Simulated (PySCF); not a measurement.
# C₅H₉BSSi: electronic excitations

What electronic excitations should C₅H₉BSSi (`B[SiH2]c1cc(C)cs1`) show?

Programs: PySCF 2.14.0, with density-fitted response routines of our own. Each step states its level of theory. These are calculated values for one molecule in the gas phase, unless marked as measured. Atoms count from 0, in the outputs and in this text.

### 1 Starting geometry

17 atoms, charge 0, multiplicity 1; geometry from: GFN2-xTB.

Bonds of the start (Å): B0–Si1 1.96, Si1–C2 1.89, C2–C3 1.36, C3–C4 1.42, C4–C5 1.49, C4–C6 1.36, C6–S7 1.72, S7–C2 1.74, B0–H8 1.17, B0–H9 1.17, Si1–H10 1.48, Si1–H11 1.48, C3–H12 1.08, C5–H13 1.09, C5–H14 1.09, C5–H15 1.09, C6–H16 1.07.

### 2 Ultraviolet spectrum: CAM-B3LYP/def2-SVPD

The job: settings as JSON, then the geometry in Å.

```
{"job": {"kind": "uv", "xc": "CAM-B3LYP", "basis": "def2-SVPD", "nstates": 8, "ntriplets": 3}, "charge": 0, "multiplicity": 1}
B      3.606904     0.153207    -0.655496
Si     1.895723     0.089968    -1.605531
C      0.461034     0.296430    -0.394678
C     -0.679113    -0.437105    -0.275696
C     -1.546812    -0.016557     0.764804
C     -2.848386    -0.681010     1.072112
C     -1.038219     1.051407     1.434160
S      0.486876     1.549643     0.811315
H      3.832710    -0.564935     0.239969
H      4.452702     0.902856    -0.955632
H      1.669476     1.111155    -2.648398
H      1.599736    -1.194806    -2.270362
H     -0.901638    -1.266276    -0.924024
H     -2.681252    -1.720364     1.353634
H     -3.357487    -0.173771     1.887788
H     -3.493212    -0.671754     0.194197
H     -1.466039     1.583940     2.260851
```

Level: TDDFT CAM-B3LYP/def2-SVPD, vertical, gas phase, core orbitals frozen in the response.

The run is started by

```bash
$ OMP_NUM_THREADS=1 python probes_run.py task.json out
```

The driver reads the jobs from task.json and runs them one after another.

Output:

```text
coarse grid: 15344 points
cycle   1  E = -907.7919020953  dE =  1.194e+00  |g| = 2.904e-01  |ddm| = 7.858e+00
cycle   2  E = -907.8079099586  dE = -1.601e-02  |g| = 2.220e-01  |ddm| = 1.539e+00
cycle   3  E = -907.8201331188  dE = -1.222e-02  |g| = 7.848e-02  |ddm| = 8.642e-01
cycle   4  E = -907.8218182618  dE = -1.685e-03  |g| = 2.483e-02  |ddm| = 2.583e-01
cycle   5  E = -907.8219856949  dE = -1.674e-04  |g| = 4.771e-03  |ddm| = 7.479e-02
cycle   6  E = -907.8219923455  dE = -6.651e-06  |g| = 1.789e-03  |ddm| = 1.641e-02
final grid: 139272 points
cycle   7  E = -907.9425028810  dE = -3.051e-05  |g| = 3.703e-03  |ddm| = 1.062e-01
cycle   8  E = -907.9425022975  dE =  5.834e-07  |g| = 4.044e-03  |ddm| = 2.094e-02
cycle   9  E = -907.9425066279  dE = -4.330e-06  |g| = 4.221e-04  |ddm| = 1.098e-02
cycle  10  E = -907.9425066705  dE = -4.258e-08  |g| = 2.149e-04  |ddm| = 1.617e-03
cycle  11  E = -907.9425066829  dE = -1.236e-08  |g| = 6.642e-05  |ddm| = 6.063e-04
cycle  12  E = -907.9425066842  dE = -1.359e-09  |g| = 1.507e-05  |ddm| = 2.106e-04
cycle  13  E = -907.9425066844  dE = -1.257e-10  |g| = 6.297e-06  |ddm| = 5.841e-05
converged SCF energy = -907.9425066844

Static polarisability (au): isotropic 117.081, principal 86.249 115.267 149.728

Singlet excitations
state   eV       nm        f      main configurations
  1   3.8140    325.1   0.01514   H->L 0.75, H-2->L 0.17
  2   4.3707    283.7   0.00364   H-1->L 0.89
  3   4.6578    266.2   0.00365   H-2->L 0.74, H->L 0.14
  4   5.2684    235.3   0.01214   H-3->L 0.47, H-6->L 0.27, H-4->L 0.14
  5   5.4720    226.6   0.10942   H->L+1 0.86
  6   5.7969    213.9   0.14760   H-1->L+1 0.83
  7   6.1692    201.0   0.00447   H->L+2 0.45, H->L+3 0.23
  8   6.3288    195.9   0.04582   H-4->L 0.45, H-3->L 0.34

Triplet excitations (Tamm-Dancoff, eV): 3.2801 3.7087 4.2020
```

Run time: 2.1 min. Hardware: 1 thread of Arm Neoverse N1, shared host; peak memory 1.1 GiB.

The orbitals next to the gap, with their largest atomic shares:

```
orbital      eV                        atoms
 HOMO−3  -10.58  Si1 24 %, H10 19 %, C2 16 %
 HOMO−2  -10.15    B0 34 %, Si1 27 %, C2 9 %
 HOMO−1   -8.32    S7 37 %, C3 25 %, C2 13 %
   HOMO   -7.91    C6 26 %, C2 21 %, C4 20 %
   LUMO   -1.52   B0 52 %, Si1 18 %, H9 10 %
 LUMO+1    0.50    C2 21 %, S7 19 %, C6 17 %
 LUMO+2    1.19     S7 33 %, B0 16 %, C5 8 %
```

With each of the 8 states as a Gaussian band of 0.4 eV half-width at 1/e, the curve within the window shown has maxima at 323 nm (ε 640), 218 nm (ε 9,200) L/(mol cm). Beyond the last state computed it falls off for lack of states. The curve at chosen wavelengths:

nm, ε (L/mol/cm) and a bar:
```
      187       1186 ####
      195       2867 #########
      203       5187 #################
      211       8026 ##########################
      219       9206 ##############################
      227       7796 #########################
      235       5075 ################
      242       2886 #########
      250       1298 ####
      258        591 ##
      266        365 #
      274        317 #
      282        324 #
      290        362 #
      298        433 #
      306        524 #
      314        603 ##
      322        638 ##
      330        615 ##
      337        554 ##
      345        456 #
      353        348 #
      361        249 #
      369        169 
      377        109 
      385         68
```

Further results of this job:

```
           property  computed
  dipole moment (D)      0.95
polarisability (Å³)     17.35
 HOMO–LUMO gap (eV)      6.39
      −ε(HOMO) (eV)      7.91
```

### 3 What came out

```
                                quantity                        value
    lowest singlet (CAM-B3LYP/def2-SVPD)  3.81 eV (325 nm), f = 0.015
brightest single state of those computed  state 6, 5.80 eV, f = 0.148
                          lowest triplet                      3.28 eV
```

What this shows: The first singlet state (HOMO→LUMO 0.75, HOMO−2→LUMO 0.17) lies at 3.81 eV and is weak; of the 8 states computed, the strongest absorption comes from state 6 at 5.80 eV. The lowest triplet lies 0.53 eV below the lowest singlet (triplets in Tamm-Dancoff, singlets in full TDDFT).
